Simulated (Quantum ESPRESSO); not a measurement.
The system is Ca3AsP.

```
As Ca P
1.0
     5.33390    0.00000    0.00000
     0.00000    5.33390    0.00000
     0.00000    0.00000    5.33390
As Ca P
1 3 1
Direct
  0.00000 0.00000 0.00000
  0.50000 0.50000 0.00000
  0.50000 0.00000 0.50000
  0.00000 0.50000 0.50000
  0.50000 0.50000 0.50000
```

The cell comes from a database or a generator and needn't be the stable form of this composition.

| Item | Value |
| --- | --- |
| Program | Quantum ESPRESSO 7.5 |
| Task | single point |
| Functional | PBE |
| Potentials or basis | SSSP 1.3 efficiency PBE |
| Cutoff | 748 eV |
| Density cutoff | 5987 eV |
| k mesh | 5 × 5 × 5 |
| Occupations | fermi-dirac, width 0.05 eV |
| Spin | no spin polarisation |

On this cell: pressure -0.1 GPa; largest force zero by symmetry; band gap on the k mesh 0.19 eV, direct.

The same run follows on a disturbed copy (atoms moved at random, drawn with an rms of 0.05 Å):

```
As Ca P
1.0
     5.33390    0.00000    0.00000
     0.00000    5.33390    0.00000
     0.00000    0.00000    5.33390
As Ca P
1 3 1
Direct
  0.99763 0.00336 0.00149
  0.50750 0.49881 0.99881
  0.50490 0.99552 0.50139
  0.99854 0.50088 0.49804
  0.50175 0.50489 0.50245
```

Task: What does the disturbed cell give?

Result: The energy moves by +2.7 meV/atom; pressure -0.1 GPa; largest force 0.483 eV/Å; band gap on the k mesh 0.20 eV, direct.

Forces on the atoms (eV/Å):
```
As  -0.056  0.021  0.015
Ca   0.001 -0.048  0.176
Ca   0.000  0.483 -0.016
Ca   0.228 -0.048 -0.018
P   -0.173 -0.408 -0.158
```

Stress tensor (GPa, compression positive):
```
-0.08 -0.01  0.00
-0.01  0.00 -0.01
 0.00 -0.01 -0.09
```

